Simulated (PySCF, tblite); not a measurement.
# C6H13BP2: geometry, infrared bands and NMR shifts

What infrared bands and NMR shifts should C6H13BP2 (`[BH3-][PH2+]C#CP(C)C(=C)C`) show?

Computed with tblite 0.8.0 and PySCF 2.14.0, with density-fitted response routines of our own, on a single molecule in the gas phase. Atoms are numbered from 0 throughout.

## Step 1: The starting structure

22 atoms, charge 0, multiplicity 1; geometry from: force field or distance geometry start.

Bonds of the start (Å): B0–P1 1.88, P1–C2 1.75, C2–C3 1.21, C3–P4 1.82, P4–C5 1.87, P4–C6 1.87, C6–C7 1.34, C6–C8 1.50, B0–H9 1.19, B0–H10 1.18, B0–H11 1.20, P1–H12 1.41, P1–H13 1.41, C5–H14 1.12, C5–H15 1.11, C5–H16 1.11, C7–H17 1.07, C7–H18 1.09, C8–H19 1.11, C8–H20 1.10, C8–H21 1.12.

## Step 2: Relaxing the molecule with GFN2-xTB

Job settings and geometry (Å):

```
{"job": {"kind": "relax", "xc": "GFN2-xTB", "basis": "xTB"}, "charge": 0, "multiplicity": 1}
B      3.323200     0.993000    -1.394400
P      3.323800    -0.100500     0.136500
C      1.679300    -0.410700     0.655800
C      0.531000    -0.600400     0.982800
P     -1.185500    -0.902900     1.498200
C     -1.505900     0.828300     2.117400
C     -1.955700    -0.676900    -0.189300
C     -1.561200     0.288300    -1.031300
C     -3.047300    -1.623700    -0.592500
H      2.709700     0.449300    -2.261100
H      4.430800     1.195700    -1.748800
H      2.782300     2.028500    -1.133900
H      3.953100    -1.326000    -0.145200
H      4.029600     0.543800     1.179800
H     -1.039900     0.948800     3.123500
H     -2.597200     0.992700     2.224200
H     -1.071800     1.600300     1.447800
H     -0.774300     0.971700    -0.785400
H     -2.040100     0.389100    -2.002200
H     -3.252900    -2.354900     0.217600
H     -2.757100    -2.166900    -1.505100
H     -3.984300    -1.047300    -0.795000
```

Launch:

```console
OMP_NUM_THREADS=1 python probes_run.py task.json out
```

One launch serves the whole session: the jobs run in the order shown.

**Question.** This job is followed by: GFN2-xTB harmonic vibrations, gas phase; GIAO PBE0/pcSseg-1 NMR shielding, non-relativistic, gas phase. Predict these results of the whole session: strongest single infrared mode (GFN2-xTB); zero-point energy (GFN2-xTB); 13C shifts against TMS (PBE0/pcSseg-1); 1H shifts against TMS (PBE0/pcSseg-1, means over atoms taken as alike); 11B shifts against BF3·OEt2 (PBE0/pcSseg-1); 31P shifts against H3PO4 (PBE0/pcSseg-1).

**Answer**, as computed:

```
                                                              quantity                                       value
                             strongest single infrared mode (GFN2-xTB)                       1062 cm⁻¹, 234 km/mol
                                          zero-point energy (GFN2-xTB)                              102.9 kcal/mol
                                13C shifts against TMS (PBE0/pcSseg-1)  150.4, 129.4, 122.7, 100.6, 23.7, 16.4 ppm
1H shifts against TMS (PBE0/pcSseg-1, means over atoms taken as alike)      6.26, 6.00, 5.26, 1.95, 1.46, 1.09 ppm
                           11B shifts against BF3·OEt2 (PBE0/pcSseg-1)                                   -50.8 ppm
                              31P shifts against H3PO4 (PBE0/pcSseg-1)                           -62.6, -122.1 ppm
```

What this shows: The optimisation took 220 steps and gained 0.526 eV; among the close pairs (by a distance rule), C3–P4 changed most, from 1.818 to 1.766 Å. All 60 modes are real, so the xTB geometry is a minimum. The strongest single mode, at 1062 cm⁻¹, is spread over several atoms, H10, H11, H9, H13 among them. Unscaled tight-binding wavenumbers are off by several per cent, some by more. Its intensities can rank the bands wrongly. C6 (fully substituted alkene carbon) lies farthest downfield among carbon, at 150.4 ppm; an sp2 carbon of a C=C bond. At PBE0/pcSseg-1: Shielding is most anisotropic at C3 (span 303 ppm, paramagnetic term -209 ppm).
